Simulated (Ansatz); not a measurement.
# H5NSi + C2H2: molecular dynamics

Purpose: to follow the two partners and see whether they stay together, part or react. The start is relaxed first. Runs: 150 steps of 0.5 fs under a Langevin thermostat, set from 1500 K to 10 K by a schedule; 150 steps of 1 fs at constant energy, with velocities drawn for 1000 K. SMILES of the start: C#C.[SiH3]N.

Method: UKS B3LYP/STO-3G, in Ansatz 0.2.0.

## Step 1: The structure to begin with

Bond lengths: C1–C2 1.195 Å, C1–H3 1.050 Å, C2–H4 1.051 Å, Si5–N6 1.724 Å, Si5–H7 1.461 Å, Si5–H8 1.461 Å, Si5–H9 1.472 Å, N6–H10 1.009 Å, N6–H11 1.008 Å. Angles: C1–C2–H4 179.8°, C2–C1–H3 179.6°, Si5–N6–H10 117.0°, Si5–N6–H11 117.6°, H10–N6–H11 108.8°, N6–Si5–H7 105.3°, N6–Si5–H8 105.0°, N6–Si5–H9 115.6°, H7–Si5–H8 113.1°, H7–Si5–H9 108.9°, H8–Si5–H9 109.1°.

Structure file:

```xyz
11

C    -0.3089    0.5132   -2.3361
C     0.2649   -0.5279   -2.4613
H    -0.8106    1.4298   -2.2318
H     0.7669   -1.4449   -2.5728
Si   -0.2131    0.4848    1.7927
N     0.4947   -0.8067    0.8962
H    -0.8193   -0.1462    2.9626
H     0.9021    1.3659    2.1296
H    -1.2432    1.2610    1.0835
H     1.0695   -0.5554    0.1062
H    -0.1031   -1.5736    0.6313
```

## Step 2: Preparing the start

File input.yaml:

```yaml
crystal:
  periodic: [false, false, false]
  atoms:
    - { symbol: C, position_ang: [-0.3089, 0.5132, -2.3361] }
    - { symbol: C, position_ang: [0.2649, -0.5279, -2.4613] }
    - { symbol: H, position_ang: [-0.8106, 1.4298, -2.2318] }
    - { symbol: H, position_ang: [0.7669, -1.4449, -2.5728] }
    - { symbol: Si, position_ang: [-0.2131, 0.4848, 1.7927] }
    - { symbol: "N", position_ang: [0.4947, -0.8067, 0.8962] }
    - { symbol: H, position_ang: [-0.8193, -0.1462, 2.9626] }
    - { symbol: H, position_ang: [0.9021, 1.3659, 2.1296] }
    - { symbol: H, position_ang: [-1.2432, 1.261, 1.0835] }
    - { symbol: H, position_ang: [1.0695, -0.5554, 0.1062] }
    - { symbol: H, position_ang: [-0.1031, -1.5736, 0.6313] }
magnetization:
  spin_polarized: true
basis:
  gaussian: { orbitals: STO-3G }
hamiltonian:
  xc: b3lyp
relax:
  f_tol: 0.02
  max_steps: 40
```

Command:

```bash
> ansatz run input.yaml --threads 1 --pin off --max-ram 2048MiB --backend cpu --events-out ev --progress --plain --runs-dir out
```

The program printed (excerpt; [...] marks lines left out):

```text
Warning: RAYON_NUM_THREADS=1 ignored (pool sized by the plan → 1); use --threads N
[...]
Functional definition: B3LYP
[...]
428 factors; integrals over basis functions are off by at most 1.3e-5 eV
[...]
mean field -11415.47112699 eV, -419.5108262327 hartree, gradient 3.8e-6 eV, S^2 0.000000; 0 other end points of the search recorded, 0 dependent functions left out
[...]
reference -11415.47133687 eV, -419.5108339455 hartree; 20, 20 occupied and 11, 11 virtual orbitals, 428 factors
relax step   1: F+E_penalty+E_count = -11415.47112699 eV  Δ(F+E_penalty+E_count) = +0.000e0 eV  max|allowed force component| = 1.310e0 eV/Å  Δτ_max = 0.0000 Å  (24 SCF iters, accepted)
[...]
relax step  12: F+E_penalty+E_count = -11415.67442982 eV  Δ(F+E_penalty+E_count) = -1.022e-3 eV  max|allowed force component| = 9.034e-2 eV/Å  Δτ_max = 0.0906 Å  (26 SCF iters, accepted)
[...]
relax step  13: F+E_penalty+E_count = -11415.67509222 eV  Δ(F+E_penalty+E_count) = -6.624e-4 eV  max|allowed force component| = 6.381e-2 eV/Å  Δτ_max = 0.0340 Å  (26 SCF iters, accepted)
[...]
428 factors; integrals over basis functions are off by at most 2.3e-5 eV
mean field -11415.67583710 eV, -419.5183491906 hartree, gradient 2.4e-5 eV, S^2 0.000000; 0 other end points of the search recorded, 0 dependent functions left out
[...]
reference -11415.67604963 eV, -419.5183570007 hartree; 20, 20 occupied and 11, 11 virtual orbitals, 428 factors
```

## Step 3: The output, continued: start relaxed

The log, continued:

```text
relax step  14: F+E_penalty+E_count = -11415.67583710 eV  Δ(F+E_penalty+E_count) = -7.449e-4 eV  max|allowed force component| = 5.227e-2 eV/Å  Δτ_max = 0.0728 Å  (26 SCF iters, accepted)
these checks for a lower state are left out or cut short: starts, cluster_reference, orbital_swaps, neighbouring_geometries, increment
428 factors; integrals over basis functions are off by at most 2.5e-5 eV
mean field -11415.67616916 eV, -419.5183613935 hartree, gradient 2.4e-5 eV, S^2 0.000000; 0 other end points of the search recorded, 0 dependent functions left out
the calculation of the forces begins
reference -11415.67638218 eV, -419.5183692218 hartree; 20, 20 occupied and 11, 11 virtual orbitals, 428 factors
relax step  15: F+E_penalty+E_count = -11415.67616916 eV  Δ(F+E_penalty+E_count) = -3.321e-4 eV  max|allowed force component| = 8.649e-2 eV/Å  Δτ_max = 0.0789 Å  (26 SCF iters, accepted)
these checks for a lower state are left out or cut short: starts, cluster_reference, orbital_swaps, neighbouring_geometries, increment
428 factors; integrals over basis functions are off by at most 2.5e-5 eV
mean field -11415.67642531 eV, -419.5183708067 hartree, gradient 1.3e-5 eV, S^2 0.000000; 0 other end points of the search recorded, 0 dependent functions left out
the calculation of the forces begins
reference -11415.67663843 eV, -419.5183786388 hartree; 20, 20 occupied and 11, 11 virtual orbitals, 428 factors
relax step  16: F+E_penalty+E_count = -11415.67642531 eV  Δ(F+E_penalty+E_count) = -2.561e-4 eV  max|allowed force component| = 3.340e-2 eV/Å  Δτ_max = 0.0125 Å  (22 SCF iters, accepted)
these checks for a lower state are left out or cut short: starts, cluster_reference, orbital_swaps, neighbouring_geometries, increment
428 factors; integrals over basis functions are off by at most 2.5e-5 eV
mean field -11415.67670743 eV, -419.5183811746 hartree, gradient 2.4e-5 eV, S^2 0.000000; 0 other end points of the search recorded, 0 dependent functions left out
the calculation of the forces begins
reference -11415.67692118 eV, -419.5183890296 hartree; 20, 20 occupied and 11, 11 virtual orbitals, 428 factors
relax step  17: F+E_penalty+E_count = -11415.67670743 eV  Δ(F+E_penalty+E_count) = -2.821e-4 eV  max|allowed force component| = 1.230e-2 eV/Å  Δτ_max = 0.0425 Å  (25 SCF iters, accepted)
these checks for a lower state are left out or cut short: starts, cluster_reference, orbital_swaps, neighbouring_geometries, increment
428 factors; integrals over basis functions are off by at most 2.6e-5 eV
mean field evaluation 128: about -11415.6767 eV, gradient 5.9e-5 eV
mean field -11415.67674653 eV, -419.5183826112 hartree, gradient 2.6e-5 eV, S^2 0.000000; 0 other end points of the search recorded, 0 dependent functions left out
the calculation of the forces begins
reference -11415.67696157 eV, -419.5183905138 hartree; 20, 20 occupied and 11, 11 virtual orbitals, 428 factors
relax step  18: F+E_penalty+E_count = -11415.67674653 eV  Δ(F+E_penalty+E_count) = -3.909e-5 eV  max|allowed force component| = 1.150e-1 eV/Å  Δτ_max = 0.0901 Å  (26 SCF iters, accepted)
these checks for a lower state are left out or cut short: starts, cluster_reference, orbital_swaps, neighbouring_geometries, increment
428 factors; integrals over basis functions are off by at most 2.6e-5 eV
mean field -11415.67702536 eV, -419.5183928582 hartree, gradient 1.7e-5 eV, S^2 0.000000; 0 other end points of the search recorded, 0 dependent functions left out
the calculation of the forces begins
reference -11415.67724018 eV, -419.5184007527 hartree; 20, 20 occupied and 11, 11 virtual orbitals, 428 factors
relax step  19: F+E_penalty+E_count = -11415.67702536 eV  Δ(F+E_penalty+E_count) = -2.788e-4 eV  max|allowed force component| = 3.528e-2 eV/Å  Δτ_max = 0.0126 Å  (22 SCF iters, accepted)
these checks for a lower state are left out or cut short: starts, cluster_reference, orbital_swaps, neighbouring_geometries, increment
428 factors; integrals over basis functions are off by at most 2.6e-5 eV
mean field -11415.67713442 eV, -419.5183968659 hartree, gradient 1.2e-5 eV, S^2 0.000000; 0 other end points of the search recorded, 0 dependent functions left out
the calculation of the forces begins
reference -11415.67734957 eV, -419.5184047728 hartree; 20, 20 occupied and 11, 11 virtual orbitals, 428 factors
relax step  20: F+E_penalty+E_count = -11415.67713442 eV  Δ(F+E_penalty+E_count) = -1.091e-4 eV  max|allowed force component| = 1.056e-2 eV/Å  Δτ_max = 0.0306 Å  (27 SCF iters, accepted)
these checks for a lower state are left out or cut short: starts, cluster_reference, orbital_swaps, neighbouring_geometries, increment
428 factors; integrals over basis functions are off by at most 2.6e-5 eV
mean field -11415.67705578 eV, -419.5183939761 hartree, gradient 2.6e-5 eV, S^2 0.000000; 0 other end points of the search recorded, 0 dependent functions left out
the calculation of the forces begins
reference -11415.67727149 eV, -419.5184019033 hartree; 20, 20 occupied and 11, 11 virtual orbitals, 428 factors
relax step  21: F+E_penalty+E_count = -11415.67705578 eV  Δ(F+E_penalty+E_count) = +7.864e-5 eV  max|allowed force component| = 1.091e-1 eV/Å  Δτ_max = 0.0903 Å  (25 SCF iters, rejected (line search))
these checks for a lower state are left out or cut short: starts, cluster_reference, orbital_swaps, neighbouring_geometries, increment
428 factors; integrals over basis functions are off by at most 2.6e-5 eV
mean field -11415.67725419 eV, -419.5184012676 hartree, gradient 2.4e-5 eV, S^2 0.000000; 0 other end points of the search recorded, 0 dependent functions left out
the calculation of the forces begins
reference -11415.67746964 eV, -419.5184091851 hartree; 20, 20 occupied and 11, 11 virtual orbitals, 428 factors
relax step  22: F+E_penalty+E_count = -11415.67725419 eV  Δ(F+E_penalty+E_count) = -1.198e-4 eV  max|allowed force component| = 1.778e-2 eV/Å  Δτ_max = 0.0440 Å  (26 SCF iters, accepted)
these checks for a lower state are left out or cut short: starts, cluster_reference, orbital_swaps, neighbouring_geometries, increment
428 factors; integrals over basis functions are off by at most 2.6e-5 eV
mean field evaluation 160: about -11415.7816 eV, gradient 1.9e-2 eV
mean field -11415.67719201 eV, -419.5183989826 hartree, gradient 2.6e-5 eV, S^2 0.000000; 0 other end points of the search recorded, 0 dependent functions left out
the calculation of the forces begins
reference -11415.67740770 eV, -419.5184069088 hartree; 20, 20 occupied and 11, 11 virtual orbitals, 428 factors
relax step  23: F+E_penalty+E_count = -11415.67719201 eV  Δ(F+E_penalty+E_count) = +6.218e-5 eV  max|allowed force component| = 8.201e-2 eV/Å  Δτ_max = 0.0634 Å  (26 SCF iters, rejected (line search))
these checks for a lower state are left out or cut short: starts, cluster_reference, orbital_swaps, neighbouring_geometries, increment
428 factors; integrals over basis functions are off by at most 2.6e-5 eV
mean field -11415.67731723 eV, -419.5184035841 hartree, gradient 2.4e-5 eV, S^2 0.000000; 0 other end points of the search recorded, 0 dependent functions left out
the calculation of the forces begins
reference -11415.67753278 eV, -419.5184115055 hartree; 20, 20 occupied and 11, 11 virtual orbitals, 428 factors
relax step  24: F+E_penalty+E_count = -11415.67731723 eV  Δ(F+E_penalty+E_count) = -6.303e-5 eV  max|allowed force component| = 1.776e-2 eV/Å  Δτ_max = 0.0308 Å  (26 SCF iters, accepted)
428 factors; integrals over basis functions are off by at most 2.6e-5 eV
mean field -11415.67731723 eV, -419.5184035841 hartree, gradient 2.4e-5 eV, S^2 0.000000; 1 other end points of the search recorded, 0 dependent functions left out
the calculation of the forces begins
reference -11415.67753278 eV, -419.5184115055 hartree; 20, 20 occupied and 11, 11 virtual orbitals, 428 factors
Total energy: -11415.67753278 eV, -419.5184115055 hartree
Atom 0 at    -0.235444     0.456240    -2.585873 Å, force     0.017381    -0.015881     0.000142 eV/Å
Atom 1 at     0.666936    -0.336332    -2.542663 Å, force    -0.017759     0.016158     0.000294 eV/Å
Atom 2 at    -1.047162     1.169988    -2.626162 Å, force     0.012592    -0.011385     0.000681 eV/Å
Atom 3 at     1.481462    -1.048200    -2.511519 Å, force    -0.011937     0.011429    -0.000833 eV/Å
Atom 4 at    -0.088223     0.446581     1.925817 Å, force     0.002632     0.002666    -0.004316 eV/Å
Atom 5 at     0.149576    -0.967204     0.869974 Å, force    -0.005124    -0.000545     0.002884 eV/Å
Atom 6 at    -0.227794    -0.028530     3.282388 Å, force    -0.000830     0.000784    -0.001176 eV/Å
Atom 7 at     1.076251     1.292456     1.807581 Å, force    -0.003205    -0.003125     0.000252 eV/Å
Atom 8 at    -1.257933     1.250529     1.611860 Å, force     0.002900    -0.003054     0.002202 eV/Å
Atom 9 at     0.188589    -0.656480    -0.135476 Å, force    -0.000217     0.000019     0.000275 eV/Å
Atom 10 at    -0.706359    -1.579047     0.904171 Å, force     0.003567     0.002937    -0.000407 eV/Å
Dipole moment:    -0.247145     0.112368    -0.176314 e Å
```

Wall time 63 s (1 thread of Arm Neoverse V1, shared host); peak memory 0.14 GiB.

Step by step:

```
step  energy from step 1 (eV)  largest force component (eV/Å)
   1                   0.0000                          1.3101
   2                  -0.1400                          0.4451
   3                  -0.1598                          0.4455
   4                  -0.1744                          1.0081
  5x                  -0.1232                          0.7876
   6                  -0.1926                          0.1810
   7                  -0.1950                          0.1292
   8                  -0.1969                          0.0618
   9                  -0.1986                          0.1192
  10                  -0.2005                          0.0628
  11                  -0.2023                          0.0563
  12                  -0.2033                          0.0903
  13                  -0.2040                          0.0638
  14                  -0.2047                          0.0523
  15                  -0.2050                          0.0865
  16                  -0.2053                          0.0334
  17                  -0.2056                          0.0123
  18                  -0.2056                          0.1150
  19                  -0.2059                          0.0353
  20                  -0.2060                          0.0106
 21x                  -0.2059                          0.1091
  22                  -0.2061                          0.0178
 23x                  -0.2061                          0.0820
  24                  -0.2062                          0.0178
```

Step 1 is the start. 3 steps were tried and not accepted (marked x).

After: Bond lengths: C1–C2 1.202 Å, C1–H3 1.082 Å, C2–H4 1.082 Å, Si5–N6 1.780 Å, Si5–H7 1.444 Å, Si5–H8 1.444 Å, Si5–H9 1.454 Å, N6–H10 1.053 Å, N6–H11 1.053 Å. Angles: C1–C2–H4 179.6°, C2–C1–H3 179.9°, Si5–N6–H10 109.7°, Si5–N6–H11 109.5°, H10–N6–H11 103.5°, N6–Si5–H7 108.0°, N6–Si5–H8 108.0°, N6–Si5–H9 114.7°, H7–Si5–H8 110.3°, H7–Si5–H9 107.9°, H8–Si5–H9 107.9°.

## Step 4: Run 1

150 steps of 0.5 fs under a Langevin thermostat, set from 1500 K to 10 K by a schedule, from the relaxed start.

File input.yaml:

```yaml
crystal:
  periodic: [false, false, false]
  atoms:
    - { symbol: C, position_ang: [-0.235444, 0.45624, -2.585873] }
    - { symbol: C, position_ang: [0.666936, -0.336332, -2.542663] }
    - { symbol: H, position_ang: [-1.047162, 1.169988, -2.626162] }
    - { symbol: H, position_ang: [1.481462, -1.0482, -2.511519] }
    - { symbol: Si, position_ang: [-0.088223, 0.446581, 1.925817] }
    - { symbol: "N", position_ang: [0.149576, -0.967204, 0.869974] }
    - { symbol: H, position_ang: [-0.227794, -0.02853, 3.282388] }
    - { symbol: H, position_ang: [1.076251, 1.292456, 1.807581] }
    - { symbol: H, position_ang: [-1.257933, 1.250529, 1.61186] }
    - { symbol: H, position_ang: [0.188589, -0.65648, -0.135476] }
    - { symbol: H, position_ang: [-0.706359, -1.579047, 0.904171] }
magnetization:
  spin_polarized: true
basis:
  gaussian: { orbitals: STO-3G }
hamiltonian:
  xc: b3lyp
md:
  timestep: 0.5
  n_steps: 150
  ensemble: nvt_langevin
  temperature: 1500.0
  initial_velocities: maxwell_boltzmann
  seed: 572146
  friction: 0.001
  temperature_schedule:
    - { n_steps: 37, end_temperature: 1500.0 }
    - { n_steps: 113, end_temperature: 10.0 }
```

Command:

```bash
> ansatz run input.yaml --threads 1 --pin off --max-ram 2048MiB --backend cpu --events-out ev --progress --plain --runs-dir out
```

The program printed (excerpt; [...] marks lines left out):

```text
Warning: RAYON_NUM_THREADS=1 ignored (pool sized by the plan → 1); use --threads N
[...]
[... 1 set-up line as earlier in the session ...]
[...]
428 factors; integrals over basis functions are off by at most 1.1e-5 eV
[...]
mean field -11415.67733059 eV, -419.5184040752 hartree, gradient 2.9e-5 eV, S^2 0.000000; 0 other end points of the search recorded, 0 dependent functions left out
[...]
reference -11415.67754642 eV, -419.5184120069 hartree; 20, 20 occupied and 11, 11 virtual orbitals, 428 factors
[...]
md step    36: t =    18.00 fs  T =  1209.7 K (target 1500.0 K)  F+E_penalty+E_count = -11415.30788639 eV  E_kin = 1.720073 eV  (28 SCF iters)
[...]
md step    54: t =    27.00 fs  T =   786.0 K (target 1282.4 K)  F+E_penalty+E_count = -11414.73799334 eV  E_kin = 1.117595 eV  (28 SCF iters)
[...]
md step    72: t =    36.00 fs  T =   789.4 K (target 1045.1 K)  F+E_penalty+E_count = -11414.76651889 eV  E_kin = 1.122402 eV  (30 SCF iters)
md step    73: t =    36.50 fs  T =   863.8 K (target 1031.9 K)  F+E_penalty+E_count = -11414.87533893 eV  E_kin = 1.228142 eV  (30 SCF iters)
```

## Step 5: The log goes on: dynamics from the start

The log, continued (excerpt; [...] marks lines left out):

```text
md step    74: t =    37.00 fs  T =   932.5 K (target 1018.7 K)  F+E_penalty+E_count = -11414.98013094 eV  E_kin = 1.325838 eV  (30 SCF iters)
[...]
md step    93: t =    46.50 fs  T =  1034.6 K (target 768.2 K)  F+E_penalty+E_count = -11415.04014382 eV  E_kin = 1.471110 eV  (28 SCF iters)
[...]
md step   112: t =    56.00 fs  T =   973.0 K (target 517.7 K)  F+E_penalty+E_count = -11414.88944673 eV  E_kin = 1.383478 eV  (28 SCF iters)
[...]
Atom 7 at     0.829905    -0.134250     2.911542 Å, force    -0.869637     0.414747     0.083117 eV/Å
Atom 8 at    -0.563011     1.718751     2.211728 Å, force    -0.044473    -1.547901    -0.132367 eV/Å
Atom 9 at     0.866652    -0.728259     0.223782 Å, force    -0.067505     0.822304     0.956460 eV/Å
Atom 10 at    -0.698039    -1.065613     0.056192 Å, force    -0.861971     0.343994     0.466562 eV/Å
Dipole moment:     0.007145    -0.158299    -0.038628 e Å
```

It took 6.1 min on 1 thread of Arm Neoverse V1, shared host; peak memory 0.11 GiB.

## Step 6: What the atoms did

One step in 6; energies are changes from step 0:

```
time (fs)  T (K)  potential energy change (meV/atom)  closest contact of the partners (Å)
      0.0   1364                                 0.0                                 2.48
      3.0    835                                75.8                                 2.53
      6.0   1018                                52.9                                 2.49
      9.0    992                                63.3                                 2.56
     12.0    779                                88.9                                 2.62
     15.0   1211                                35.1                                 2.58
     18.0   1210                                33.6                                 2.63
     21.0    792                                91.3                                 2.63
     24.0    975                                61.7                                 2.54
     27.0    786                                85.4                                 2.55
     30.0    900                                68.8                                 2.53
     33.0   1081                                45.7                                 2.46
     36.0    789                                82.8                                 2.46
     39.0    810                                81.7                                 2.45
     42.0    871                                76.1                                 2.48
     45.0    898                                78.6                                 2.49
     48.0   1016                                63.6                                 2.45
     51.0    899                                79.7                                 2.41
     54.0    800                                94.1                                 2.26
     57.0   1069                                58.7                                 2.23
     60.0    860                                82.6                                 2.34
     63.0   1005                                62.0                                 2.41
     66.0    960                                67.5                                 2.51
     69.0    719                                96.9                                 2.57
     72.0    923                                68.8                                 2.54
     75.0    915                                69.4                                 2.56
```

time (fs), T (K) and a bar:
```
      0.0       1364 ##############################
      3.5        891 ########
      6.5        870 #######
     10.0        952 ###########
     13.0        911 #########
     16.5        959 ###########
     19.5       1125 ###################
     23.0        824 #####
     26.0        721 
     29.5        962 ###########
     32.5        980 ############
     36.0        789 ###
     39.0        810 ####
     42.5       1023 ##############
     45.5        906 #########
     49.0        889 ########
     52.0       1099 ##################
     55.5        858 ######
     58.5        909 #########
     62.0       1223 #######################
     65.0        907 #########
     68.5        727 
     71.5        995 #############
     75.0        915 #########
```

(Part 1 of 2 ends here.)
